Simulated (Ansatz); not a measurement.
# Mg (sc type): the cost of one run

Method: DFT LDA, with the methods named in each step, in Ansatz 0.2.0.

This is Mg in the simple cubic structure; at room conditions it is hcp.

### Step 1. Starting point

The structure is cubic, space group Pm-3m (No. 221). The conventional cell has a = 2.959 Å, b = 2.959 Å, c = 2.959 Å, α = 90.00°, β = 90.00°, γ = 90.00°. Mg (site symmetry m-3m) is surrounded by 6 Mg at 2.96 Å.

Coordinates:

```xyz
1
Lattice="2.9591 0.0000 0.0000 0.0000 2.9591 0.0000 0.0000 0.0000 2.9591" Properties=species:S:1:pos:R:3 pbc="T T T"
Mg    0.0000    0.0000    0.0000
```

Whether this phase is the stable one at these pressures isn't tested.

### Step 2. The reference volume, LAPW

The input, input.yaml:

```yaml
crystal:
  lattice:
    - [2.9590815737, 0.0, 0.0]
    - [0.0, 2.9590815737, 0.0]
    - [0.0, 0.0, 2.9590815737]
  atoms:
    - { symbol: Mg, position: [0.0, 0.0, 0.0] }
kpoints:
  mp_grid: { grid: [15, 15, 15] }
  band_path:
    path:
      - [0.0, 0.0, 0.0]
      - [0.0, 0.5, 0.0]
      - [0.5, 0.5, 0.0]
      - [0.0, 0.0, 0.0]
      - [0.5, 0.5, 0.5]
      - [0.0, 0.5, 0.0]
      - [0.5, 0.5, 0.5]
      - [0.5, 0.5, 0.0]
    npoints: 14
scf:
  occupations: { method: fermi_dirac, width: 0.05 }
hamiltonian:
  xc: lda
  pseudopotentials: { kind: all_electron, lapw: { basis_error: 0.001 } }
output:
  forces: true
  stress: true
  eigenvalues: true
  populations: true
  dos: { projected: true, de: 0.2, e_range: [-14, 8] }
```

Launch:

```console
$ ansatz run input.yaml --threads 1 --pin off --max-ram 2048MiB --backend cpu --events-out ev --progress --plain --runs-dir out
```

**Question.** How long does this run take on 1 thread of Arm Neoverse V1, shared host, and how much memory does it need?

About 4.6 s, with a peak of 0.21 GiB.
